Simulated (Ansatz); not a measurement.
**Si4P: one candidate of a structure search**

The task: take a trial cell of Si4P to zero force and stress.

Method: DFT PBE, scalar-relativistic, plane waves, PAW, in Ansatz 0.2.0.

### Step 1. The structure to begin with

Symmetry: P-1, No. 2, triclinic system. Conventional cell: a = 3.172 Å, b = 3.879 Å, c = 4.995 Å, α = 75.12°, β = 71.57°, γ = 89.90°. Around Si (site symmetry 1) lie 4 Si at 2.21 to 2.34 Å and 2 P at 2.22 to 2.25 Å. Si (site symmetry 1) is surrounded by 1 P at 2.20 Å and 5 Si at 2.21 to 2.35 Å. P (site symmetry -1) has 6 Si at 2.20 to 2.25 Å as nearest neighbours.

Structure file:

```cif
data_structure
_symmetry_space_group_name_H-M 'P-1'
_symmetry_Int_Tables_number 2
_cell_length_a 3.1719
_cell_length_b 3.8792
_cell_length_c 4.9952
_cell_angle_alpha 75.120
_cell_angle_beta 71.573
_cell_angle_gamma 89.901
_cell_volume 56.14
loop_
_atom_site_label
_atom_site_type_symbol
_atom_site_symmetry_multiplicity
_atom_site_Wyckoff_symbol
_atom_site_fract_x
_atom_site_fract_y
_atom_site_fract_z
_atom_site_occupancy
Si1 Si 2 i 0.88885 0.60728 0.70806 1
Si2 Si 2 i 0.29268 0.20660 0.88891 1
P1 P 1 f 0.50000 0.00000 0.50000 1
```

A structure generator made this guess: 5-, 6-connected net, elements by coordination (P-1, No. 2). Its size is a rough estimate.

### Step 2. The guess as it stands, on a coarse mesh

input.yaml reads:

```yaml
crystal:
  lattice:
    - [3.17193076, 0.0, 0.0]
    - [0.00667722, 3.8791819, 0.0]
    - [1.57896224, 1.27998803, 4.56294377]
  atoms:
    - { symbol: Si, position: [0.88885403, 0.60727602, 0.708058] }
    - { symbol: Si, position: [0.29268199, 0.206604, 0.88891202] }
    - { symbol: Si, position: [0.70731801, 0.793396, 0.11108798] }
    - { symbol: Si, position: [0.11114597, 0.39272398, 0.291942] }
    - { symbol: P, position: [0.5, 0.0, 0.5] }
basis:
  ecutwfc: 420
kpoints:
  mp_grid: { grid: [6, 6, 4] }
hamiltonian:
  xc: pbe
scf:
  occupations: { method: gaussian, width: 0.1 }
  lower_state_search: "off"
output:
  forces: true
  stress: true
  eigenvalues: true
```

Run with:

```bash
> ansatz run input.yaml --threads 1 --pin off --max-ram 2560MiB --backend cpu --events-out ev --progress --plain --runs-dir out
```

Output, cut to the lines that bear on the results:

```text
Warning: RAYON_NUM_THREADS=1 ignored (pool sized by the plan → 1); use --threads N
[...]
Pseudopotentials: kind: paw
Pseudopotential: Si, paw, valence charge 4, recommended cutoff 420 eV (normal), Si.paw.azcp
Pseudopotential: P, paw, valence charge 5, recommended cutoff 420 eV (normal), P.paw.azcp
Functional definition: PBE
[...]
Crystal: 5 atoms, lattice volume = 56.145 Å³
Basis set: ecut = 420 eV, 1113 PW (Γ), exchange–correlation on 48×54×72 points (8 copies of the dense FFT grid, shifted against one another)
Bands: 16, of which v1, the nominal top of the filled ones, is band 11 counted from 1 (10 counted from 0)
Symmetry: 2 space group operations
Space group: P-1 (ITA 2), of the structure as read, at distance tolerance 3.8e-5 Å
[...]
Entropy (-TS):   -0.011802 eV (-2.360 meV/atom)
Fermi energy:    14.416397 eV
[...]
--- Forces (eV/Å), atoms counted from 1 ---
  atom   1  Si    -0.11705422     0.14172912    -1.30338956
  atom   2  Si     0.57201089    -0.93062778    -0.00428581
  atom   3  Si    -0.57201089     0.93062778     0.00428581
  atom   4  Si     0.11705422    -0.14172912     1.30338956
  atom   5  P      0.00000000     0.00000000     0.00000000
[...]
--- Stress (GPa, compression-positive) ---
       77.724835      -2.568127      -0.323949
       -2.568127      77.108016      -0.400955
       -0.323949      -0.400955      71.986361
  P = ⅓ Tr σ = 75.6064 GPa (756.064 kbar)
--- Band table (eV; the first three rows and the last of 76) ---
  k-point 0: bands = ["-3.0365", "3.4302", "3.9812", "6.9679", "7.1794", "9.0847", "9.6850", "10.6072", "11.9206", "13.4751", "13.5790", "17.7287", "18.2067", "18.4481", "18.6967", "21.6626"]
[...]
```

Wall time 2.4 s (1 thread of AMD EPYC 9R14 (Zen 4), shared host); peak memory 0.39 GiB.

From the probe: pressure 75.6 GPa, largest force 1.32 eV/Å, gap on this mesh none (metal). A cheap, loose relaxation comes first.

[end of part 1 of 3]
